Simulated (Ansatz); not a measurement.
# GeH₄ (singlet): from Hartree-Fock to the top rungs, 6-31G

Aim: climb from Hartree-Fock through coupled cluster and multireference methods for GeH₄ (singlet) at one geometry and basis, and see what each rung misses.

The runs use Ansatz 0.2.0, Gaussian basis; 6-31G, core rule «outside noble gas», up to 14 orbitals frozen.

To be run: UHF; CCSD(T) on RHF; BCCD(T) on RHF; CISD; CCSDT(Q) on RHF; CISDTQ; CCSDTQ on RHF; CASSCF and MRCISD+Q, 8 electrons in 8 orbitals; CASSCF and NEVPT2, 8 electrons in 8 orbitals; Full CI.

7 further runs of the same task are left out: 2 that didn't finish, 5 set aside as unsound or not needed.

## Step 1: The geometry

The geometry is a PBE0/def2-TZVP stationary point (not a proven minimum). No spin-orbit coupling is included. The filled d shell of Ge may be among the frozen orbitals whatever the setting's name suggests; the logs give the count.

5 atoms, charge 0, spin multiplicity 1.

Atoms are counted from 1 here; the program's logs count them from 0.

Bond lengths: Ge1–H2 1.534 Å, Ge1–H3 1.534 Å, Ge1–H4 1.534 Å, Ge1–H5 1.534 Å. Angles: H2–Ge1–H3 109.5°, H2–Ge1–H4 109.5°, H2–Ge1–H5 109.5°, H3–Ge1–H4 109.5°, H3–Ge1–H5 109.5°, H4–Ge1–H5 109.5°.

As a file:

```xyz
5
GeH4
Ge    0.0000    0.0000    0.0000
H     0.8843    0.8872    0.8860
H    -0.8879   -0.8840    0.8857
H    -0.8838    0.8845   -0.8892
H     0.8874   -0.8877   -0.8825
```

## Step 2: UHF

Contents of in.yaml:

```yaml
crystal:
  periodic: [false, false, false]
  atoms:
    - {symbol: Ge, position_ang: [0.000000, 0.000000, 0.000000]}
    - {symbol: H, position_ang: [0.884324, 0.887199, 0.886047]}
    - {symbol: H, position_ang: [-0.887886, -0.884021, 0.885661]}
    - {symbol: H, position_ang: [-0.883825, 0.884513, -0.889224]}
    - {symbol: H, position_ang: [0.887387, -0.887691, -0.882484]}
basis:
  gaussian: {orbitals: 6-31G}
magnetization: {spin_polarized: true, initial_magnetization: 0}
hamiltonian: {xc: hf}
output: {orbitals: {seedname: orbitals}}
```

Started as:

```console
> ansatz run in.yaml --threads 1 --pin off --events-out ev --progress --plain --max-ram 2393MiB
```

Further steps of the session: CCSD(T) on RHF; BCCD(T) on RHF; CISD; CCSDT(Q) on RHF; CISDTQ; CCSDTQ on RHF; CASSCF and MRCISD+Q, 8 electrons in 8 orbitals; CASSCF and NEVPT2, 8 electrons in 8 orbitals; Full CI.

**Question.** What will the summary of the whole plan be? Wanted: FCI below the RHF energy; RMP2 from FCI; RCCSD from FCI; RCCSD(T) from FCI; RCCSDT(Q) from FCI; NEVPT2 valence from FCI; MRCISD+Q valence from FCI; T1 diagnostic; effectively unpaired electrons.

As calculated:

| quantity | value |
| --- | --- |
| FCI below the RHF energy | -2.3524 eV |
| RMP2 from FCI | +15.53 kcal/mol |
| RCCSD from FCI | +0.85 kcal/mol |
| RCCSD(T) from FCI | +0.23 kcal/mol |
| RCCSDT(Q) from FCI | +0.01 kcal/mol |
| NEVPT2 valence from FCI | +3.89 kcal/mol |
| MRCISD+Q valence from FCI | +0.20 kcal/mol |
| levels within 1 kcal/mol (43 meV) | RCCSD, RCCSD(T), BCCD(T), RCCSDT, CISDTQ, RCCSDT(Q), RCCSDTQ, MRCISD valence, MRCISD+Q valence |
| T1 diagnostic | 0.009 |
| effectively unpaired electrons | 0.03 |

**Reading.** RCCSD(T) misses by +0.23 kcal/mol, 0.4 % of the correlation energy. One determinant dominates. Of the multireference levels listed MRCISD+Q valence comes nearest in total energy (+0.20 kcal/mol), which doesn't show that its space is the better one. These misses are within one basis, not against nature.
